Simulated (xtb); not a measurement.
# GeH3O (SMILES [OH][GeH2]) at GFN2-xTB

Aim: the electronic atomisation energy of GeH3O at GFN2-xTB, from 4 runs. 

Program for the calculation: xtb 6.7.1.

6 further runs of the same task are left out: 6 set aside as unsound or not needed.

### 1 The structure to begin with

GeH3O: 5 atoms, total charge 0, spin state doublet. As SMILES, `[OH][GeH2]`. The coordinates come from a PBE0-D4/def2-TZVP relaxation. This is one conformer, not always the lowest.

Bond lengths: O1–Ge2 1.786 Å, O1–H3 0.960 Å, Ge2–H4 1.546 Å, Ge2–H5 1.557 Å. Angles: O1–Ge2–H4 103.8°, O1–Ge2–H5 108.9°, Ge2–O1–H3 112.6°, H4–Ge2–H5 111.8°.

### 2 Energy and forces at GFN2-xTB

input.xyz reads:

```xyz
5

O      0.35550000    -1.07580000     0.46070000
Ge    -0.52010000     0.41610000     0.01770000
H      1.09740000    -0.90760000     1.04650000
H     -1.39680000    -0.01440000    -1.18030000
H      0.51390000     1.50800000    -0.38590000
```

Command:

```sh
$ xtb input.xyz --gfn2 --grad --chrg 0 -u 1 -P 1 > xtb.out
```

The log of the run:

```text
* xtb version 6.7.1
[...]
          :  # basis functions                  17          :
[...]
          :  # electrons                        13          :
[...]
          :  Hamiltonian                  GFN2-xTB          :
[...]
          :  net charge                          0          :
          :  unpaired electrons                  1          :
[...]
   *** convergence criteria satisfied after 11 iterations ***
[...]
         ::                     SUMMARY                     ::
         :::::::::::::::::::::::::::::::::::::::::::::::::::::
         :: total energy              -7.492181996729 Eh    ::
         :: gradient norm              0.030201784211 Eh/a0 ::
         :: HOMO-LUMO gap              5.597714364888 eV    ::
         ::.................................................::
         :: SCC energy                -7.520155745423 Eh    ::
         :: -> isotropic ES            0.017881575592 Eh    ::
         :: -> anisotropic ES          0.000130451206 Eh    ::
         :: -> anisotropic XC          0.000508571543 Eh    ::
         :: -> dispersion             -0.001480614365 Eh    ::
         :: repulsion energy           0.027973748694 Eh    ::
         :: add. restraining           0.000000000000 Eh    ::
         :: total charge               0.000000000000 e     ::
         :::::::::::::::::::::::::::::::::::::::::::::::::::::
[...]
         7        1.0000           -0.3280341              -8.9263 (HOMO)
         8                         -0.1223219              -3.3285 (LUMO)
[...]
     #   Z          covCN         q      C6AA      α(0)
     1   8 O        1.583    -0.459    22.077     6.341
     2  32 Ge       2.629     0.209   217.046    28.771
     3   1 H        0.811     0.304     0.707     1.321
     4   1 H        0.925    -0.016     3.352     2.863
     5   1 H        0.921    -0.038     3.817     3.055
[...]
     #   Z sym  total        # sym  WBO       # sym  WBO       # sym  WBO
 ---------------------------------------------------------------------------
     1   8 O    2.214 --     2 Ge   1.237     3 H    0.882
     2  32 Ge   2.944 --     1 O    1.237     4 H    0.846     5 H    0.839
     3   1 H    0.907 --     1 O    0.882
     4   1 H    0.982 --     2 Ge   0.846
     5   1 H    0.980 --     2 Ge   0.839
 ---------------------------------------------------------------------------
[...]
molecular dipole:
                 x           y           z       tot (Debye)
 q only:        0.122       0.468       0.272
   full:        0.364       0.390       0.240       1.486
molecular quadrupole (traceless):
[...]
          | TOTAL ENERGY               -7.492181996729 Eh   |
          | GRADIENT NORM               0.030201784211 Eh/α |
          | HOMO-LUMO GAP               5.597714364888 eV   |
           -------------------------------------------------
[...]
```

Standard error:

```text
normal termination of xtb
```

Run time: 0.03 s. Hardware: 1 thread of Intel Xeon 6975P-C (Granite Rapids), shared host.

### 3 The Ge atom: the energy at GFN2-xTB

in.coord reads:

```
$coord angs
     0.0000000     0.0000000     0.0000000  Ge
$end
```

Run the same way, it converges to -1.80809 Eh (log not shown).

### 4 The H atom: a single-point energy at GFN2-xTB

coord reads:

```
$coord angs
     0.0000000     0.0000000     0.0000000  H
$end
```

Run the same way, it converges to -0.39348 Eh (log not shown).

### 5 The O atom: the energy at GFN2-xTB

detailed.inp reads:

```
$chrg 0
$spin 2
$end
```

coord reads:

```
$coord angs
     0.0000000     0.0000000     0.0000000  O
$end
```

Run the same way, it converges to -3.76761 Eh (log not shown).

### 6 Results

Level: GFN2-xTB.

```
                                quantity         value
                  molecule: total energy   -7.49218 Eh
                 molecule: dipole moment        1.49 D
   molecule: HOMO energy (partly filled)      -8.93 eV
                   molecule: LUMO energy      -3.33 eV
             molecule: dispersion energy  -3.89 kJ/mol
      molecule: largest force on an atom    1.272 eV/Å
molecule: mean polarisability (D4 model)    42.4 bohr³
                   Ge atom: total energy   -1.80809 Eh
                  Ge atom: dipole moment        0.00 D
    Ge atom: HOMO energy (partly filled)      -6.11 eV
                    Ge atom: LUMO energy      -6.11 eV
 Ge atom: mean polarisability (D4 model)    41.6 bohr³
                    H atom: total energy   -0.39348 Eh
                   H atom: dipole moment        0.00 D
     H atom: HOMO energy (partly filled)     -10.71 eV
  H atom: mean polarisability (D4 model)     5.0 bohr³
                    O atom: total energy   -3.76761 Eh
                   O atom: dipole moment        0.00 D
     O atom: HOMO energy (partly filled)     -15.50 eV
  O atom: mean polarisability (D4 model)     5.2 bohr³
           electronic atomisation energy     20.029 eV
```

In words: The method runs without spin polarisation, so open shells lack the exchange term that lowers high spin: such energies come out too high. The largest force (molecule) is 1.27 eV/Å: the shape isn't a stationary point for this species at this level. Taking the molecule apart into free atoms costs 20.03 eV (1932 kJ/mol), before zero-point energy and without spin-orbit coupling. Tight-binding and semi-empirical models aren't fitted to free atoms, so this value can be far from the true one.
